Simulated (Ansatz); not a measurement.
## C₂H₆OSi, SMILES CC(=O)[SiH3]: a comparison of dispersion corrections, step by step

With Ansatz 0.2.0 through its Python package.

The cells in order, each with its output:

```python
import ansatz as az

BASIS_SET = "def2-SVP"
```

```python
geometry_ang = [
    ("C", [-0.7078, 1.0124, -0.6661]),
    ("C", [-0.1213, -0.3024, -0.6743]),
    ("O", [-0.1496, -1.0571, -1.6492]),
    ("Si", [0.81, -0.8656, 0.8994]),
    ("H", [-0.0032, 1.8226, -0.5091]),
    ("H", [-1.2056, 1.2579, -1.6598]),
    ("H", [-1.5182, 1.1091, 0.0817]),
    ("H", [0.1507, -2.0884, 1.4598]),
    ("H", [0.6369, 0.1894, 1.9985]),
    ("H", [2.1912, -1.1291, 0.7222]),
]
geometry = az.Crystal.molecule()
for symbol, xyz in geometry_ang:
    geometry = geometry.atom(symbol, xyz)
```

```python
calc = geometry.calculation().basis(gaussian=BASIS_SET)
for name in ["pbe", "pbe0"]:
    for correction in ("d3bj", "d4"):
        data = calc.functional(name, dispersion=correction).run(threads=1).report
        print(f"{name:8s} {correction:5s} total {data['free_energy_ev']:.5f} eV, of which dispersion {1000 * data['dispersion']['energy']['ev']:.2f} meV")
```

    pbe      d3bj  total -12080.85799 eV, of which dispersion -188.59 meV
    pbe      d4    total -12080.84714 eV, of which dispersion -177.75 meV
    pbe0     d3bj  total -12081.90727 eV, of which dispersion -163.48 meV
    pbe0     d4    total -12081.89289 eV, of which dispersion -149.10 meV

Reading the output:
- Total energies depend on the basis set; only differences at equal settings carry meaning.
- The geometry is a force-field or estimated start, not a minimum of this method, and the basis set is short of its limit. D4 holds the three-body term, and d3bj doesn't.
- It ran for 9.4 s on 1 thread of Arm Neoverse V1, on a shared host, peak memory 0.23 GiB.
